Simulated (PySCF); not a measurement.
# AsCl3GaH3 (Ga(AsH3)Cl3): the cost of one run

Computed with PySCF 2.14.0, with density-fitted response routines of our own, on a single molecule in the gas phase. Atoms are numbered from 0 throughout.

## 1. The starting structure

8 atoms, charge 0, multiplicity 1; geometry from: GFN2-xTB. The atoms were then displaced at random by about 0.03 Å, so the start is not that level's minimum.

Bonds of the start (Å): Ga0–As1 3.01, Ga0–Cl5 2.02, Ga0–Cl6 2.17, Ga0–Cl7 2.02, As1–H2 1.47, As1–H3 1.52, As1–H4 1.48.

## 2. Relaxing the molecule at PBE0-D3(BJ)/def2-SVP

Job settings and geometry (Å):

```
{"job": {"xc": "PBE0", "basis": "def2-SVP", "d3": "d3bj", "grid": 1, "maxiter": 40, "shake": 0.03, "kind": "geom"}, "charge": 0, "multiplicity": 1}
Ga     0.057230    -0.064620    -1.746590
As    -0.014040    -0.016520     1.263800
H      0.652300     0.980840     2.111710
H      0.619610    -1.122720     2.098440
H     -1.224870     0.075170     2.101530
Cl     2.062030     0.001400    -1.976320
Cl    -0.993660     1.819960    -1.955490
Cl    -1.020380    -1.759170    -1.980770
```

Run with:

```console
$ OMP_NUM_THREADS=1 python probes_run.py task.json out
```

One launch serves the whole session: the jobs run in the order shown.

Q: Estimate the wall time and peak memory of this first job on 1 thread of Arm Neoverse V1, shared host.

About 2 min, with a peak of 0.57 GiB.
